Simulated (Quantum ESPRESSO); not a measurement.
Runs of Quantum ESPRESSO 7.5 on GaSb3. The structure is cubic, space group Fm-3m (No. 225). The conventional cell has a = 7.461 Å, b = 7.461 Å, c = 7.461 Å, α = 90.00°, β = 90.00°, γ = 90.00°. Around Sb (site symmetry m-3m) lie 8 Sb at 3.23 Å. Sb (site symmetry -43m) is surrounded by 4 Sb at 3.23 Å and 4 Ga at 3.23 Å. Ga (site symmetry m-3m) is surrounded by 8 Sb at 3.23 Å. The cell comes from a database or a generator and needn't be the stable form of this composition.

```csv
task,level,potentials or basis,cell,k mesh,cutoff (eV),SCF threshold,form of the LDA correlation,symmetry,mesh quality,gap on the mesh (eV),pressure (GPa)
band structure,PBEsol,GBRV 1.5 PBEsol,as given,6 × 6 × 6,762,8e-10 Ry,-,-,not flagged,none,-3.3
single point,PBEsol,GBRV 1.5 PBEsol,"atoms moved at random, drawn with an rms of 0.05 Å",6 × 6 × 6,762,8e-10 Ry,-,-,not flagged,none,-3.3
band structure,LDA,GBRV 1.5 LDA,as given,6 × 6 × 6,762,8e-10 Ry,PZ81,-,not flagged,none,-4.4
single point,PBEsol,GBRV 1.5 PBEsol,as given,6 × 6 × 6,762,8e-10 Ry,-,-,not flagged,none,-3.3
band structure,r2SCAN,SG15 PBE 1.2,as given,4 × 4 × 4,1197,1e-08 Ry,-,off,coarse,none,(a)
```

Alike in all rows: no spin polarisation; smearing fermi-dirac 0.05 eV.

Question: Estimate the missing entries.

Answer: (a) -3.8.

Caveats: some runs use coarse meshes; spin-orbit coupling is left out, which moves the levels of the heavy elements (some runs); the potentials were made for another functional, which shifts forces and pressure (some runs); some levels on the path didn't converge (some runs).

A k mesh can miss the band edges, and the runs leave out spin-orbit coupling on Ga, Sb.

A gap of «none» marks a metal or a gap under the smearing width.

The runs don't all hold the same shells in valence.
